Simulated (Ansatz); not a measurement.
# ZrTi3C2: the cost of one run

Computed with Ansatz 0.2.0 (DFT PBE, scalar-relativistic, plane waves, PAW, unless a step's input says otherwise).

### 1 The structure to begin with

Symmetry: P4/mmm, No. 123, tetragonal system. The conventional cell has a = 4.212 Å, b = 4.212 Å, c = 5.342 Å, α = 90.00°, β = 90.00°, γ = 90.00°. Around Zr (site symmetry 4/mmm) lie 12 Ti at 2.98 to 3.40 Å. Ti (site symmetry mmm) has 4 C at 2.28 Å in its first shell of neighbours. Ti (site symmetry 4/mmm) has 2 C at 1.79 Å in its first shell of neighbours. C (site symmetry 4mm) is surrounded by 1 C at 1.75 Å and 5 Ti at 1.79 to 2.28 Å.

Structure file:

```cif
data_structure
_symmetry_space_group_name_H-M 'P4/mmm'
_symmetry_Int_Tables_number 123
_cell_length_a 4.2118
_cell_length_b 4.2118
_cell_length_c 5.3420
_cell_angle_alpha 90.000
_cell_angle_beta 90.000
_cell_angle_gamma 90.000
_cell_volume 94.76
loop_
_atom_site_label
_atom_site_type_symbol
_atom_site_symmetry_multiplicity
_atom_site_Wyckoff_symbol
_atom_site_fract_x
_atom_site_fract_y
_atom_site_fract_z
_atom_site_occupancy
Zr1 Zr 1 c 0.50000 0.50000 0.00000 1
Ti1 Ti 2 e 0.00000 0.50000 0.50000 1
Ti2 Ti 1 a 0.00000 0.00000 0.00000 1
C1 C 2 g 0.00000 0.00000 0.66418 1
```

The cell is invented: random cell by space group and Wyckoff sites (P4/mmm, No. 123). Lengths come from tabulated atomic sizes and are only a guess.

### 2 Probe: one point on a coarse mesh

Input file input.yaml:

```yaml
crystal:
  lattice:
    - [4.21180596, 0.0, 0.0]
    - [0.0, 4.21180596, 0.0]
    - [0.0, 0.0, 5.34201841]
  atoms:
    - { symbol: Zr, position: [0.5, 0.5, 0.0] }
    - { symbol: Ti, position: [0.0, 0.5, 0.5] }
    - { symbol: Ti, position: [0.5, 0.0, 0.5] }
    - { symbol: Ti, position: [0.0, 0.0, 0.0] }
    - { symbol: C, position: [0.0, 0.0, 0.6641805] }
    - { symbol: C, position: [0.0, 0.0, 0.3358195] }
basis:
  ecutwfc: 420
kpoints:
  mp_grid: { grid: [4, 4, 4] }
hamiltonian:
  xc: pbe
scf:
  occupations: { method: gaussian, width: 0.1 }
  lower_state_search: "off"
output:
  forces: true
  stress: true
  eigenvalues: true
```

Command:

```sh
ansatz run input.yaml --threads 1 --pin off --max-ram 2560MiB --backend cpu --events-out ev --progress --plain --runs-dir out
```

Q: Estimate wall time and peak memory on 1 thread of Intel Xeon at 2.50GHz (Skylake/Cascade Lake), shared host.

About 7 s, with a peak of 0.4 GiB.
